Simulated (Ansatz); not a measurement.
# CsB5: the cost of one run

Computed with Ansatz 0.2.0 (DFT PBE, scalar-relativistic, plane waves, PAW, unless a step's input says otherwise).

**1. The structure to begin with**

It takes space group P6/mmm (No. 191, hexagonal). The conventional cell has a = 4.153 Å, b = 4.153 Å, c = 6.536 Å, α = 90.00°, β = 90.00°, γ = 120.00°. Around Cs (site symmetry 6/mmm) lie 14 B at 2.61 to 3.27 Å. Around B (site symmetry 3m) lie 4 B at 2.05 to 2.40 Å and 3 Cs at 2.61 Å. B (site symmetry 6/mmm) is surrounded by 2 Cs at 3.27 Å and 12 B at 3.28 Å.

Structure file:

```cif
data_structure
_symmetry_space_group_name_H-M 'P6/mmm'
_symmetry_Int_Tables_number 191
_cell_length_a 4.1535
_cell_length_b 4.1535
_cell_length_c 6.5357
_cell_angle_alpha 90.000
_cell_angle_beta 90.000
_cell_angle_gamma 120.000
_cell_volume 97.64
loop_
_atom_site_label
_atom_site_type_symbol
_atom_site_symmetry_multiplicity
_atom_site_Wyckoff_symbol
_atom_site_fract_x
_atom_site_fract_y
_atom_site_fract_z
_atom_site_occupancy
Cs1 Cs 1 a 0.00000 0.00000 0.00000 1
B1 B 4 h 0.33333 0.66667 0.15653 1
B2 B 1 b 0.00000 0.00000 0.50000 1
```

A structure generator made this guess: random cell by space group and Wyckoff sites (P6/mmm, No. 191). The dimensions are guesses.

**2. The guess as it stands, on a coarse mesh**

File input.yaml:

```yaml
crystal:
  lattice:
    - [4.15346377, 0.0, 0.0]
    - [-2.07673188, 3.59700514, 0.0]
    - [0.0, 0.0, 6.53568464]
  atoms:
    - { symbol: Cs, position: [0.0, 0.0, 0.0] }
    - { symbol: B, position: [0.33333333, 0.66666667, 0.15652799] }
    - { symbol: B, position: [0.66666667, 0.33333333, 0.15652799] }
    - { symbol: B, position: [0.66666667, 0.33333333, 0.84347201] }
    - { symbol: B, position: [0.33333333, 0.66666667, 0.84347201] }
    - { symbol: B, position: [0.0, 0.0, 0.5] }
basis:
  ecutwfc: 420
kpoints:
  mp_grid: { grid: [6, 6, 4] }
hamiltonian:
  xc: pbe
scf:
  occupations: { method: gaussian, width: 0.1 }
  lower_state_search: "off"
output:
  forces: true
  stress: true
  eigenvalues: true
```

The run is started by

```console
> ansatz run input.yaml --threads 1 --pin off --max-ram 2048MiB --backend cpu --events-out ev --progress --plain --runs-dir out
```

What time and memory should one allow on 1 thread of Intel Xeon Platinum 8375C at 2.90GHz (Ice Lake), shared host?

About 3.9 s, with a peak of 0.39 GiB.
